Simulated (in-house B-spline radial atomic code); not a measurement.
# Pt¹⁴⁺: binding energies from hole states

Wanted: ΔSCF binding energies of Pt¹⁴⁺.

Program: in-house B-spline radial atomic code version 1. Level of theory: Dirac-Hartree-Fock, average of configuration, Fermi nucleus, basis-set limit. These are calculated values, not measurements, unless marked.

### 1 Starting point

```
element       : platinum (Z = 78)
charge        : +14
electrons     : 64
configuration : [Kr] 4d10 4f14 5s2 5p2
Hamiltonian   : Dirac-Coulomb
nucleus       : Fermi, rms radius 5.427 fm
```

Outer shells as boxes (Hund's rule):

[Kr] 4d10 4f14 5s2 5p2
```
[Kr] core
4d [↑↓][↑↓][↑↓][↑↓][↑↓]
4f [↑↓][↑↓][↑↓][↑↓][↑↓][↑↓][↑↓]
5s [↑↓]
5p [↑ ][↑ ][  ]
```

The boxes draw the filling by Hund's rule, which heavy ions in jj coupling don't follow; these runs average over all states of the configuration.

The run's settings:

```ini
Z = 78
electrons = 64.0
configuration = [Kr] 4d10 4f14 5s2 5p2
hamiltonian = dirac
method = hf
spin_polarised = False
nucleus = fermi
rms_radius = 5.427
mass_number = 195
atomic_mass = 194.964794325
speed_of_light = 137.035999084
```

The reference is known from an earlier run: -18371.417377 hartree in all. Up to eight levels, counted from the top:

```
orbital  occupation  energy (eV)  <r> (bohr)
  4p3/2           4      -822.04      0.4496
  4d3/2           4      -631.04      0.4581
  4d5/2           6      -613.39      0.4688
  4f5/2           6      -367.10      0.4906
  5s1/2           2      -366.64      0.8905
  4f7/2           8      -363.42      0.4966
  5p1/2    0.666667      -327.87      0.9335
  5p3/2     1.33333      -307.76      0.9913
```

### 2 The 1s hole

The settings differ from step 1 so:

```diff
@@ -1,4 +1,4 @@
 Z = 78
-electrons = 64.0
-configuration = [Kr] 4d10 4f14 5s2 5p2
+electrons = 63.0
+configuration = 1s1 2s2 2p6 3s2 3p6 3d10 4s2 4p6 4d10 4f14 5s2 5p2
 hamiltonian = dirac
```

Results of the run (chosen fields of its result record, rounded):

```text
status: converged
scf [iteration, energy, orbital gradient]:
  - [1, -15325.4374686, 3.09]
  - [2, -15412.1133354, 2.43]
  - [3, -15460.6073315, 0.589]
  - [4, -15463.8665094, 0.171]
  - [5, -15463.9819154, 0.0753]
  - [6, -15464.0334224, 0.00621]
  - [7, -15464.0336763, 0.000599]
  - [8, -15464.0336774, 6.53e-05]
  - [9, -15464.0336775, 3.23e-06]
  - [10, -15464.0336775, 6.76e-08]
energy [hartree]: {"total": -15464.0336775, "kinetic": 17464.4897252, "nuclear": -38767.0273593, "coulomb": 6120.48261001, "exact_exchange": -281.978653349}
breit [hartree]: {"gaunt": 12.05936, "retardation": -1.620682, "frequency_dependence": -0.2401352}
qed [hartree]: {"self_energy": 10.57302, "uehling": -2.038239, "wichmann_kroll": 0.08743846}
recoil [hartree]: 0.02801974
total_with_corrections [hartree]: -15445.1849018
orbitals [hartree, bohr; first row names the columns]:
  - ["name", "occ", "eps", "<r>"]
  - ["1s1/2", 1.0, -2959.9704, 0.017113]
  - ["2s1/2", 2.0, -538.23587, 0.070944]
  - ["2p1/2", 2.0, -519.31171, 0.058263]
  - ["2p3/2", 4.0, -452.74298, 0.066672]
  - ["3s1/2", 2.0, -138.3239, 0.18392]
  - ["3p1/2", 2.0, -128.94848, 0.17382]
  - ["3p3/2", 4.0, -114.04605, 0.18912]
  - ["3d3/2", 4.0, -97.532531, 0.16477]
  - ["3d5/2", 6.0, -94.305646, 0.16951]
  - ["4s1/2", 2.0, -40.100891, 0.40816]
  - ["4p1/2", 2.0, -35.898657, 0.41008]
  - ["4p3/2", 4.0, -32.268975, 0.44129]
  - ["4d3/2", 4.0, -25.111889, 0.44773]
  - ["4d5/2", 6.0, -24.412933, 0.45829]
  - ["4f5/2", 6.0, -15.085825, 0.47427]
  - ["4f7/2", 8.0, -14.936349, 0.48008]
  - ["5s1/2", 2.0, -14.687789, 0.86823]
  - ["5p1/2", 0.66667, -13.24821, 0.90489]
  - ["5p3/2", 1.3333, -12.439283, 0.9609]
sum_r [bohr^k]: {"-1": 497.038, "1": 21.93982, "2": 12.14467}
energy_minus_base [hartree]: 2907.3837
energy_minus_base_with_corrections [hartree]: 2892.06339
```

Run time: 0.98 s. Hardware: 1 thread, shared host.

energy_minus_base is the energy less that of the reference run.

### 3 The 2s hole

The settings differ from step 2 so:

```diff
@@ -2,3 +2,3 @@
 electrons = 63.0
-configuration = 1s1 2s2 2p6 3s2 3p6 3d10 4s2 4p6 4d10 4f14 5s2 5p2
+configuration = 1s2 2s1 2p6 3s2 3p6 3d10 4s2 4p6 4d10 4f14 5s2 5p2
 hamiltonian = dirac
```

Main fields:

```text
status: converged
scf [iteration, energy, orbital gradient]:
  - [1, -17711.1228574, 3.08]
  - [2, -17797.1339164, 2.43]
  - [3, -17844.6021313, 0.59]
  - [4, -17847.8148362, 0.172]
  - [5, -17847.9325777, 0.075]
  - [6, -17847.9832439, 0.00877]
  - [7, -17847.9836563, 0.000603]
  - [8, -17847.9836573, 7.89e-05]
  - [9, -17847.9836574, 3.13e-06]
  - [10, -17847.9836574, 7.29e-08]
energy [hartree]: {"total": -17847.9836574, "kinetic": 20309.59118, "nuclear": -44082.2526949, "coulomb": 6242.79063471, "exact_exchange": -318.112777111}
breit [hartree]: {"gaunt": 21.87667, "retardation": -2.341822, "frequency_dependence": -0.4519101}
qed [hartree]: {"self_energy": 16.21024, "uehling": -3.236207, "wichmann_kroll": 0.1391058}
recoil [hartree]: 0.03011154
total_with_corrections [hartree]: -17815.757466
orbitals [hartree, bohr; first row names the columns]:
  - ["name", "occ", "eps", "<r>"]
  - ["1s1/2", 2.0, -2923.4334, 0.017149]
  - ["2s1/2", 1.0, -534.37387, 0.071605]
  - ["2p1/2", 2.0, -511.69713, 0.058854]
  - ["2p3/2", 4.0, -447.33663, 0.067195]
  - ["3s1/2", 2.0, -137.36377, 0.18463]
  - ["3p1/2", 2.0, -127.82333, 0.17491]
  - ["3p3/2", 4.0, -113.28548, 0.19002]
  - ["3d3/2", 4.0, -97.353598, 0.16524]
  - ["3d5/2", 6.0, -94.17859, 0.16991]
  - ["4s1/2", 2.0, -39.879463, 0.40974]
  - ["4p1/2", 2.0, -35.64481, 0.41219]
  - ["4p3/2", 4.0, -32.100027, 0.44303]
  - ["4d3/2", 4.0, -25.076746, 0.44847]
  - ["4d5/2", 6.0, -24.389327, 0.45888]
  - ["4f5/2", 6.0, -15.130962, 0.47322]
  - ["4f7/2", 8.0, -14.980339, 0.47901]
  - ["5s1/2", 2.0, -14.636421, 0.87112]
  - ["5p1/2", 0.66667, -13.191987, 0.90874]
  - ["5p3/2", 1.3333, -12.401061, 0.96393]
sum_r [bohr^k]: {"-1": 565.1963, "1": 21.91987, "2": 12.17223}
energy_minus_base [hartree]: 523.43372
energy_minus_base_with_corrections [hartree]: 521.490829
```

Run time: 1.2 s. Hardware: 1 thread, shared host.

### 4 The 2p1/2 hole

In configurations, a minus sign after the shell means j = l − 1/2 and a plus sign j = l + 1/2; the count of electrons follows.

The settings differ from step 3 so:

```diff
@@ -2,3 +2,3 @@
 electrons = 63.0
-configuration = 1s2 2s1 2p6 3s2 3p6 3d10 4s2 4p6 4d10 4f14 5s2 5p2
+configuration = 1s2 2s2 2p-1 2p+4 3s2 3p6 3d10 4s2 4p6 4d10 4f14 5s2 5p2
 hamiltonian = dirac
```

Main fields:

```text
status: converged
scf [iteration, energy, orbital gradient]:
  - [1, -17733.3966918, 3.08]
  - [2, -17819.4697759, 2.43]
  - [3, -17867.1729221, 0.59]
  - [4, -17870.3962295, 0.171]
  - [5, -17870.5133745, 0.075]
  - [6, -17870.5642434, 0.00804]
  - [7, -17870.5646132, 0.000605]
  - [8, -17870.5646142, 7.79e-05]
  - [9, -17870.5646143, 3.73e-06]
  - [10, -17870.5646143, 6.11e-08]
energy [hartree]: {"total": -17870.5646143, "kinetic": 20343.1020166, "nuclear": -44119.5940785, "coulomb": 6224.76256709, "exact_exchange": -318.835119452}
breit [hartree]: {"gaunt": 20.99149, "retardation": -2.221931, "frequency_dependence": -0.4378388}
qed [hartree]: {"self_energy": 17.16743, "uehling": -3.418826, "wichmann_kroll": 0.1465322}
recoil [hartree]: 0.03236208
total_with_corrections [hartree]: -17838.3053953
orbitals [hartree, bohr; first row names the columns]:
  - ["name", "occ", "eps", "<r>"]
  - ["1s1/2", 2.0, -2926.8688, 0.017137]
  - ["2s1/2", 2.0, -534.10663, 0.07134]
  - ["2p1/2", 1.0, -514.45222, 0.059048]
  - ["2p3/2", 4.0, -449.19961, 0.067079]
  - ["3s1/2", 2.0, -137.67625, 0.18452]
  - ["3p1/2", 2.0, -127.75642, 0.17471]
  - ["3p3/2", 4.0, -113.48666, 0.18979]
  - ["3d3/2", 4.0, -97.288128, 0.16527]
  - ["3d5/2", 6.0, -94.309143, 0.16968]
  - ["4s1/2", 2.0, -39.946826, 0.4093]
  - ["4p1/2", 2.0, -35.634432, 0.4122]
  - ["4p3/2", 4.0, -32.143804, 0.44258]
  - ["4d3/2", 4.0, -25.063516, 0.44859]
  - ["4d5/2", 6.0, -24.414924, 0.45845]
  - ["4f5/2", 6.0, -15.120402, 0.47348]
  - ["4f7/2", 8.0, -14.970927, 0.47921]
  - ["5s1/2", 2.0, -14.651809, 0.87027]
  - ["5p1/2", 0.66667, -13.190835, 0.90878]
  - ["5p3/2", 1.3333, -12.410746, 0.96317]
sum_r [bohr^k]: {"-1": 565.6775, "1": 21.92471, "2": 12.16635}
energy_minus_base [hartree]: 500.852763
energy_minus_base_with_corrections [hartree]: 498.9429
```

Run time: 0.97 s. Hardware: 1 thread, shared host.

### 5 The 2p3/2 hole

The settings differ from step 4 so:

```diff
@@ -2,3 +2,3 @@
 electrons = 63.0
-configuration = 1s2 2s2 2p-1 2p+4 3s2 3p6 3d10 4s2 4p6 4d10 4f14 5s2 5p2
+configuration = 1s2 2s2 2p-2 2p+3 3s2 3p6 3d10 4s2 4p6 4d10 4f14 5s2 5p2
 hamiltonian = dirac
```

Main fields:

```text
status: converged
scf [iteration, energy, orbital gradient]:
  - [1, -17797.1670406, 3.08]
  - [2, -17883.1769692, 2.43]
  - [3, -17930.7189561, 0.59]
  - [4, -17933.93449, 0.172]
  - [5, -17934.0519732, 0.075]
  - [6, -17934.1026911, 0.00831]
  - [7, -17934.1030897, 0.000605]
  - [8, -17934.1030908, 8.05e-05]
  - [9, -17934.1030908, 3.08e-06]
  - [10, -17934.1030908, 6.33e-08]
energy [hartree]: {"total": -17934.1030908, "kinetic": 20565.8242165, "nuclear": -44417.650468, "coulomb": 6238.27964838, "exact_exchange": -320.556487709}
breit [hartree]: {"gaunt": 21.67645, "retardation": -2.221923, "frequency_dependence": -0.3487843}
qed [hartree]: {"self_energy": 17.11172, "uehling": -3.436609, "wichmann_kroll": 0.1474123}
recoil [hartree]: 0.0319589
total_with_corrections [hartree]: -17901.1428694
orbitals [hartree, bohr; first row names the columns]:
  - ["name", "occ", "eps", "<r>"]
  - ["1s1/2", 2.0, -2924.0077, 0.017142]
  - ["2s1/2", 2.0, -533.41089, 0.071388]
  - ["2p1/2", 2.0, -512.85952, 0.058831]
  - ["2p3/2", 3.0, -448.6242, 0.067456]
  - ["3s1/2", 2.0, -137.57638, 0.18462]
  - ["3p1/2", 2.0, -127.92239, 0.17481]
  - ["3p3/2", 4.0, -113.25633, 0.1898]
  - ["3d3/2", 4.0, -97.434707, 0.16511]
  - ["3d5/2", 6.0, -94.126866, 0.16996]
  - ["4s1/2", 2.0, -39.924044, 0.40947]
  - ["4p1/2", 2.0, -35.666392, 0.41201]
  - ["4p3/2", 4.0, -32.095101, 0.44304]
  - ["4d3/2", 4.0, -25.093385, 0.44822]
  - ["4d5/2", 6.0, -24.380534, 0.45898]
  - ["4f5/2", 6.0, -15.128334, 0.47327]
  - ["4f7/2", 8.0, -14.977021, 0.4791]
  - ["5s1/2", 2.0, -14.646622, 0.87057]
  - ["5p1/2", 0.66667, -13.196491, 0.90842]
  - ["5p3/2", 1.3333, -12.399851, 0.96398]
sum_r [bohr^k]: {"-1": 569.4989, "1": 21.92172, "2": 12.17019}
energy_minus_base [hartree]: 437.314286
energy_minus_base_with_corrections [hartree]: 436.105426
```

Run time: 0.98 s. Hardware: 1 thread, shared host.

### 6 The 3s hole

The settings differ from step 5 so:

```diff
@@ -2,3 +2,3 @@
 electrons = 63.0
-configuration = 1s2 2s2 2p-2 2p+3 3s2 3p6 3d10 4s2 4p6 4d10 4f14 5s2 5p2
+configuration = 1s2 2s2 2p6 3s1 3p6 3d10 4s2 4p6 4d10 4f14 5s2 5p2
 hamiltonian = dirac
```

Main fields:

```text
status: converged
scf [iteration, energy, orbital gradient]:
  - [1, -18105.0346511, 3.08]
  - [2, -18190.1732282, 2.63]
  - [3, -18235.3947814, 0.586]
  - [4, -18238.502454, 0.171]
  - [5, -18238.6214732, 0.0753]
  - [6, -18238.670682, 0.0127]
  - [7, -18238.6712878, 0.000593]
  - [8, -18238.6712888, 8.9e-05]
  - [9, -18238.6712889, 3.17e-06]
  - [10, -18238.6712889, 7.47e-08]
energy [hartree]: {"total": -18238.6712889, "kinetic": 20830.9015758, "nuclear": -45066.7515726, "coulomb": 6326.69598329, "exact_exchange": -329.517275329}
breit [hartree]: {"gaunt": 22.8851, "retardation": -2.428115, "frequency_dependence": -0.439791}
qed [hartree]: {"self_energy": 16.96244, "uehling": -3.386208, "wichmann_kroll": 0.1453609}
recoil [hartree]: 0.03100792
total_with_corrections [hartree]: -18204.9014881
orbitals [hartree, bohr; first row names the columns]:
  - ["name", "occ", "eps", "<r>"]
  - ["1s1/2", 2.0, -2915.1152, 0.017149]
  - ["2s1/2", 2.0, -528.89117, 0.071664]
  - ["2p1/2", 2.0, -506.79392, 0.059096]
  - ["2p3/2", 4.0, -443.02722, 0.067471]
  - ["3s1/2", 1.0, -136.70727, 0.18618]
  - ["3p1/2", 2.0, -126.27081, 0.17602]
  - ["3p3/2", 4.0, -111.9417, 0.19127]
  - ["3d3/2", 4.0, -96.033989, 0.16674]
  - ["3d5/2", 6.0, -92.961952, 0.17139]
  - ["4s1/2", 2.0, -39.68737, 0.41084]
  - ["4p1/2", 2.0, -35.450449, 0.41406]
  - ["4p3/2", 4.0, -31.931882, 0.44495]
  - ["4d3/2", 4.0, -24.925507, 0.45097]
  - ["4d5/2", 6.0, -24.25276, 0.46129]
  - ["4f5/2", 6.0, -15.170592, 0.47339]
  - ["4f7/2", 8.0, -15.022032, 0.47905]
  - ["5s1/2", 2.0, -14.594578, 0.87343]
  - ["5p1/2", 0.66667, -13.14912, 0.9117]
  - ["5p3/2", 1.3333, -12.362167, 0.96698]
sum_r [bohr^k]: {"-1": 577.8201, "1": 21.88228, "2": 12.209}
energy_minus_base [hartree]: 132.746088
energy_minus_base_with_corrections [hartree]: 132.346807
```

It took 1.2 s on 1 thread, shared host.

Radial density 4πr²n(r) and radial functions P(r) = rR(r):

```
r (bohr)      4πr²n    3s1/2    5p3/2
 0.00158      19.16   0.4909   0.0038
 0.00236      32.85   0.6348   0.0079
 0.00354      53.27   0.7903   0.0164
 0.00530      78.78   0.9198   0.0331
 0.00793      102.3   0.9529   0.0645
  0.0119      111.8   0.7748   0.1195
  0.0178      103.6   0.2666   0.2018
  0.0266      101.7  -0.5705   0.2962
  0.0399      129.2  -1.3876   0.3374
  0.0597      140.0  -1.3477   0.2022
  0.0894      114.2   0.1639  -0.1659
   0.134      128.4   2.1609  -0.4738
   0.200      98.67   2.4713  -0.1531
   0.300      76.79   1.1273   0.5966
   0.450      79.86   0.1940   0.4196
   0.673      29.66   0.0116  -0.7712
    1.01      7.809  -0.0015  -1.2013
    1.51     0.7268  -0.0007  -0.4979
    2.26   0.005586   0.0000  -0.0516
    3.38  1.041e-06   0.0000  -0.0008
```

Clear maxima of the radial density (full grid of the record): 0.012, 0.049, 0.13, 0.37 bohr.

### 7 The 3p1/2 hole

The settings differ from step 6 so:

```diff
@@ -2,3 +2,3 @@
 electrons = 63.0
-configuration = 1s2 2s2 2p6 3s1 3p6 3d10 4s2 4p6 4d10 4f14 5s2 5p2
+configuration = 1s2 2s2 2p6 3s2 3p-1 3p+4 3d10 4s2 4p6 4d10 4f14 5s2 5p2
 hamiltonian = dirac
```

Main fields:

```text
status: converged
scf [iteration, energy, orbital gradient]:
  - [1, -18114.8192365, 3.08]
  - [2, -18200.0438361, 2.86]
  - [3, -18245.4316582, 0.594]
  - [4, -18248.5517419, 0.171]
  - [5, -18248.6703763, 0.0794]
  - [6, -18248.7198949, 0.0119]
  - [7, -18248.7204492, 0.000595]
  - [8, -18248.7204502, 8.29e-05]
  - [9, -18248.7204503, 3.21e-06]
  - [10, -18248.7204503, 7.69e-08]
energy [hartree]: {"total": -18248.7204503, "kinetic": 20844.6169494, "nuclear": -45084.5352518, "coulomb": 6321.19829148, "exact_exchange": -330.00043939}
breit [hartree]: {"gaunt": 22.71265, "retardation": -2.40567, "frequency_dependence": -0.4405032}
qed [hartree]: {"self_energy": 17.1791, "uehling": -3.427226, "wichmann_kroll": 0.1470159}
recoil [hartree]: 0.031503
total_with_corrections [hartree]: -18214.9235878
orbitals [hartree, bohr; first row names the columns]:
  - ["name", "occ", "eps", "<r>"]
  - ["1s1/2", 2.0, -2915.7301, 0.017148]
  - ["2s1/2", 2.0, -529.3542, 0.071591]
  - ["2p1/2", 2.0, -506.87037, 0.059146]
  - ["2p3/2", 4.0, -443.37323, 0.067453]
  - ["3s1/2", 2.0, -136.27704, 0.18557]
  - ["3p1/2", 1.0, -126.89383, 0.17653]
  - ["3p3/2", 4.0, -112.31152, 0.19111]
  - ["3d3/2", 4.0, -95.876993, 0.16664]
  - ["3d5/2", 6.0, -93.145984, 0.1713]
  - ["4s1/2", 2.0, -39.75507, 0.41088]
  - ["4p1/2", 2.0, -35.392039, 0.41386]
  - ["4p3/2", 4.0, -31.95761, 0.44471]
  - ["4d3/2", 4.0, -24.926294, 0.45091]
  - ["4d5/2", 6.0, -24.266759, 0.46103]
  - ["4f5/2", 6.0, -15.149454, 0.47396]
  - ["4f7/2", 8.0, -15.031277, 0.47859]
  - ["5s1/2", 2.0, -14.60788, 0.87279]
  - ["5p1/2", 0.66667, -13.139768, 0.91233]
  - ["5p3/2", 1.3333, -12.367146, 0.96659]
sum_r [bohr^k]: {"-1": 578.0486, "1": 21.88528, "2": 12.20546}
energy_minus_base [hartree]: 122.696927
energy_minus_base_with_corrections [hartree]: 122.324707
```

Run time: 1 s. Hardware: 1 thread, shared host.

### 8 Results

| hole | ΔSCF (eV) | with Breit, QED, recoil (eV) | −ε of the parent (eV) | −ε less ΔSCF (eV) |
| --- | --- | --- | --- | --- |
| 1s | 79113.9 | 78697.1 | 79197.5 | 83.52 |
| 2s | 14243.4 | 14190.5 | 14290.6 | 47.20 |
| 2p1/2 | 13628.9 | 13576.9 | 13680.8 | 51.90 |
| 2p3/2 | 11899.9 | 11867.0 | 11948.3 | 48.34 |
| 3s | 3612.21 | 3601.34 | 3635.97 | 23.77 |
| 3p1/2 | 3338.75 | 3328.62 | 3363.66 | 24.91 |

What this shows: Every ΔSCF value lies below −ε, since the other electrons relax into the hole: by 83.5 eV for 1s and 24.91 eV for 3p1/2. The spin-orbit splitting of the 2p hole is 1709.89 eV with those corrections. Two partly filled shells share a symmetry and can mix in the average, which may lower the energy, in these hole states: 2p1/2; 2p3/2; 3p1/2. Values are for the free ion, measured from the vacuum level.
